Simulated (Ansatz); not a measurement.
# CH₄FNOSi: how energies converge with the basis set

Aim: see how fast density functionals converge with the basis set for CH₄FNOSi.

Method: one geometry, several basis sets; program: Ansatz 0.2.0, Gaussian basis.

Levels to be run: PBE0-D4/def2-SVP; ωB97M-V/def2-SVP; PBE0-D4/def2-QZVPP; ωB97M-V/def2-QZVPP; the functionals' def2-TZVPP values are taken from earlier runs.

## Step 1: Structure used throughout

The geometry comes from an earlier relaxation with PBE0-D4 in a triple-zeta def2 set; it is a stationary point, not always the lowest conformer.

9 atoms, charge 0, spin multiplicity 1.

Atoms are counted from 1 here; the program's logs count them from 0.

Bond lengths: F1–C2 1.374 Å, C2–N3 1.433 Å, C2–O5 1.402 Å, C2–H6 1.094 Å, N3–Si4 1.720 Å, N3–H7 1.004 Å, Si4–O5 1.681 Å, Si4–H8 1.481 Å, Si4–H9 1.485 Å. Angles: F1–C2–N3 112.3°, F1–C2–O5 110.3°, F1–C2–H6 105.9°, N3–C2–O5 100.3°, N3–C2–H6 116.4°, O5–C2–H6 111.7°, C2–N3–Si4 88.5°, C2–N3–H7 120.7°, Si4–N3–H7 139.4°, N3–Si4–O5 79.6°, N3–Si4–H8 116.8°, N3–Si4–H9 119.4°, O5–Si4–H8 113.5°, O5–Si4–H9 115.8°, H8–Si4–H9 109.1°, C2–O5–Si4 91.1°.

As a file:

```mol
CH4FNOSi
  3D, bonds by distance, orders not assigned

  9  9  0  0  0  0  0  0  0  0999 V2000
   -0.1207    2.0176    0.4071 F   0  0
    0.1302    0.9575   -0.4294 C   0  0
    0.9181   -0.0589    0.2028 N   0  0
   -0.4660   -1.0795    0.1827 Si  0  0
   -1.0503    0.2418   -0.6758 O   0  0
    0.5406    1.3903   -1.3470 H   0  0
    1.6760    0.1860    0.8134 H   0  0
   -0.3734   -2.3158   -0.6269 H   0  0
   -1.1660   -1.3852    1.4560 H   0  0
  1  2  8  0
  2  3  8  0
  3  4  8  0
  4  5  8  0
  2  6  8  0
  3  7  8  0
  4  8  8  0
  4  9  8  0
  2  5  8  0
M  END
```

## Step 2: PBE0-D4 in def2-SVP

in.yaml reads:

```yaml
crystal:
  periodic: [false, false, false]
  atoms:
    - {symbol: F, position_ang: [-0.120692, 2.017641, 0.407117]}
    - {symbol: C, position_ang: [0.130223, 0.957507, -0.429449]}
    - {symbol: N, position_ang: [0.918100, -0.058925, 0.202815]}
    - {symbol: Si, position_ang: [-0.465983, -1.079519, 0.182712]}
    - {symbol: O, position_ang: [-1.050301, 0.241841, -0.675766]}
    - {symbol: H, position_ang: [0.540639, 1.390254, -1.346992]}
    - {symbol: H, position_ang: [1.676041, 0.185952, 0.813352]}
    - {symbol: H, position_ang: [-0.373400, -2.315833, -0.626868]}
    - {symbol: H, position_ang: [-1.166028, -1.385216, 1.455981]}
basis:
  gaussian: {orbitals: def2-SVP}
hamiltonian: {xc: pbe0, dispersion: d4}
output: {orbitals: {seedname: orbitals}}
```

Started as:

```sh
> ansatz run in.yaml --threads 2 --pin off --events-out ev --progress --plain --max-ram 4352MiB
```

The runs that follow: ωB97M-V in def2-SVP; PBE0-D4 in def2-QZVPP; ωB97M-V in def2-QZVPP.

Q: Predict the results of all the runs planned. Wanted: PBE0-D4: double and triple zeta above quadruple; ωB97M-V: double and triple zeta above quadruple.

**Answer**, as computed:

```
                                       quantity           value
PBE0-D4: double and triple zeta above quadruple  12.44, 0.68 eV
ωB97M-V: double and triple zeta above quadruple  12.61, 0.64 eV
```

PBE0-D4 gains 11.75 eV from double to triple zeta, then 0.68 eV more. Total energies overstate the basis error of differences, where much of it tends to cancel. The LUMO of ωB97M-V is positive and keeps falling with the basis (1.85 to 0.89 eV): an unbound level that the basis holds in place.
